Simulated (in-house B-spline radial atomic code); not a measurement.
# Pd¹⁰⁺: ionisation energy by several methods

How far do functionals differ on the ionisation energy of Pd¹⁰⁺? Each run solves Pd¹⁰⁺ and then the next ion ([Ar] 3d10 4s2 4p5).

Method: non-relativistic, several functionals, spin-polarised, exact exchange averaged over the configuration; spherical all-electron atom at the radial basis limit. Code: in-house B-spline radial atomic code version 1.

### Step 1. What is computed

- element: palladium (Z = 46)
- charge: +10
- electrons: 36
- configuration: [Ar] 3d10 4s2 4p6
- nucleus: point

The outer shells:

[Ar] 3d10 4s2 4p6
```
[Ar] core
3d [↑↓][↑↓][↑↓][↑↓][↑↓]
4s [↑↓]
4p [↑↓][↑↓][↑↓]
```

Where spins are not typed, each open shell is filled with up spins first.

### Step 2. TPSSh

Settings, as recorded:

```ini
Z = 46
electrons = 36.0
configuration = [Ar] 3d10 4s2 4p6
hamiltonian = nr
method = tpssh
spin_polarised = True
exact_exchange = averaged over the configuration
```

Run with:

```bash
python run_scf.py task.json out
```

One command runs all members of the session, one after another, from task.json.

### Step 3. r2SCAN0

Settings: those of step 2 with these lines changed.

```diff
@@ -4,3 +4,3 @@
 hamiltonian = nr
-method = tpssh
+method = r2scan0
 spin_polarised = True
```

### Step 4. B97-1

Settings: those of step 3 with these lines changed.

```diff
@@ -4,3 +4,3 @@
 hamiltonian = nr
-method = r2scan0
+method = b97_1
 spin_polarised = True
```

### Step 5. LC-ωPBE

Settings: those of step 4 with these lines changed.

```diff
@@ -4,3 +4,3 @@
 hamiltonian = nr
-method = b97_1
+method = lc_wpbe
 spin_polarised = True
```

### Step 6. BHandHLYP

Settings: those of step 5 with these lines changed.

```diff
@@ -4,3 +4,3 @@
 hamiltonian = nr
-method = lc_wpbe
+method = bhandhlyp
 spin_polarised = True
```

### Step 7. HSE06

Settings: those of step 6 with these lines changed.

```diff
@@ -4,3 +4,3 @@
 hamiltonian = nr
-method = bhandhlyp
+method = hse06
 spin_polarised = True
```

Q: The tabulated ionisation energy is 238.57 ± 0.12 eV (semi-empirical; NIST Atomic Spectra Database). What does each method give, and which comes nearest?

As calculated:

| method | rung | total energy (hartree) | ΔSCF (eV) | −ε highest (eV) | ΔSCF less tabulated (eV) |
| --- | --- | --- | --- | --- | --- |
| TPSSh | global hybrid | -4911.0502 | 238.76 | 228.71 (4p up) | +0.19 |
| r2SCAN0 | global hybrid | -4911.2684 | 239.16 | 230.98 (4p up) | +0.59 |
| B97-1 | global hybrid | -4911.0621 | 238.60 | 229.79 (4p up) | +0.03 |
| BHandHLYP | global hybrid | -4911.3148 | 238.53 | 233.20 (4p up) | -0.04 |
| LC-ωPBE | range-separated hybrid | -4910.6912 | 238.48 | 232.74 (4p up) | -0.09 |
| HSE06 | range-separated hybrid | -4910.8130 | 238.53 | 229.81 (4p up) | -0.04 |

**Reading.** Against the tabulated ionisation energy, 238.57 ± 0.12 eV (semi-empirical; NIST Atomic Spectra Database), the best here is B97-1 (+0.03 eV) and the worst r2SCAN0 (+0.59 eV, or 0.25 %). These runs lack relativity altogether, which can outweigh the gaps between the methods, so the nearest may be so by luck. These runs leave out relativity, which matters at this nuclear charge. Open shells are averaged (over orientations, and over spins where the run is restricted), while tables refer to the lowest levels.
